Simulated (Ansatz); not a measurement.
# GaNP: the cost of one run

Program: Ansatz 0.2.0, Gaussian basis. Level of theory: cc-pVTZ, core rule «outside noble gas», up to 20 orbitals frozen. These are calculated values, not measurements.

Plan: UHF; CCSD(T) on ROHF; CCSD(T) on UHF; BCCD(T) on ROHF; CCSDT(Q) on ROHF; CCSDT(Q) on UHF.

7 further runs of the same task are left out: 4 for a known fault of the program, 3 set aside as unsound or not needed. Runs told in other sessions of the task aren't counted.

## Step 1: What is computed

The geometry is a PBE0/def2-TZVP stationary point (not a proven minimum) of the parent state, kept for this charge and spin. No spin-orbit coupling is included. The filled d shell of Ga may be among the frozen orbitals whatever the setting's name suggests.

3 atoms, charge 0, spin multiplicity 6.

Atoms are counted from 1 here; the program's logs count them from 0.

Bond lengths: Ga1–P2 2.418 Å, Ga1–N3 1.835 Å, P2–N3 1.712 Å. Angles: P2–Ga1–N3 44.9°, Ga1–P2–N3 49.2°, Ga1–N3–P2 85.9°.

## Step 2: UHF

The input, in.yaml:

```yaml
crystal:
  periodic: [false, false, false]
  atoms:
    - {symbol: Ga, position_ang: [0.000000, 0.093764, 0.821607]}
    - {symbol: P, position_ang: [0.000000, 0.284432, -1.589191]}
    - {symbol: N, position_ang: [0.000000, -1.095724, -0.575558]}
basis:
  gaussian: {orbitals: cc-pVTZ}
magnetization: {spin_polarized: true, initial_magnetization: 5}
hamiltonian: {xc: hf}
output: {orbitals: {seedname: orbitals}}
```

Started as:

```sh
> ansatz run in.yaml --threads 1 --pin off --events-out ev --progress --plain --max-ram 4096MiB --backend cpu
```

What time and memory should one allow on 1 thread of AMD EPYC 7R13, shared host?

About 18 s, with a peak of 0.25 GiB.
